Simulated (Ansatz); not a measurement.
Predict the output of the script below (Ansatz's Python interface).

`tae.py`
```python
"""Atomisation energy of H5O2SbSi at the given geometry."""

from collections import Counter

import ansatz as az


def single_point(molecule, charge=0, unpaired=0):
    calc = (
        molecule.calculation()
        .basis(gaussian="def2-SVPD")
        .functional("pbe")
    )
    if charge:
        calc = calc.charge(charge)
    if unpaired:
        calc = calc.spin("collinear", total=unpaired)
    return calc.run(threads=1, pin="off").report["free_energy_ev"]

GEOMETRY = """
O    -0.33740    1.03150   -1.33840
Si    0.53490    0.43270   -0.05530
O     1.94120   -0.27100   -0.68680
Sb   -0.73700   -1.30710    1.14760
H    -1.19240    1.44340   -0.93560
H     0.88670    1.53120    0.88010
H     2.47310   -0.61440    0.13050
H    -1.25710   -2.03680   -0.37930
H    -2.22360   -0.25580    1.22000
"""


def main() -> None:
    geometry = az.Crystal.molecule()
    for line in GEOMETRY.strip().splitlines():
        symbol, *xyz = line.split()
        geometry = geometry.atom(symbol, [float(v) for v in xyz])

    # unpaired electrons of the ground-state atoms
    unpaired = {"O": 2, "Si": 2, "Sb": 3, "H": 1}
    counts = Counter(site.symbol for site in geometry.cartesian_sites)
    atom_energy = {s: single_point(az.Crystal.molecule().atom(s, (0, 0, 0)), 0, unpaired[s]) for s in counts}
    whole = single_point(geometry, 0, 0)
    for s, e in atom_energy.items():
        print(f"{s:2s} x{counts[s]}  {e:14.5f} eV")
    print(f"H5O2SbSi: {whole:.5f} eV")
    split = sum(counts[s] * e for s, e in atom_energy.items()) - whole
    print(f"atomisation energy (no zero-point term): {split:.3f} eV, {split / sum(counts.values()):.3f} eV an atom")


if __name__ == "__main__":
    main()
```

```console
$ python tae.py
O  x2     -2038.79174 eV
Si x1     -7867.49492 eV
Sb x1     -6536.23552 eV
H  x5       -13.56840 eV
H5O2SbSi: -18578.54028 eV
atomisation energy (no zero-point term): 29.384 eV, 3.265 eV an atom
```

29.384 eV from the electronic energies, without the zero-point term.

Notes:
- Total energies depend on the basis set; only differences at equal settings carry meaning.
- The geometry is a force-field or estimated start, not a minimum of this method, and the basis set is short of its limit. All parts are taken at fixed geometry, without zero-point energy.
- def2 sets replace the cores of elements past krypton by effective core potentials.
- This functional overbinds, so such energies come out a few per cent too high (LDA far more).
- The spin-orbit lowering of heavy atoms is left out.
- Finished in 6.9 s on 1 thread of Intel(R) Xeon(R) Platinum 8488C (Sapphire Rapids), on a shared host, peak memory 0.24 GiB.

(Lines on the test bed's own set-up are left out of the output.)
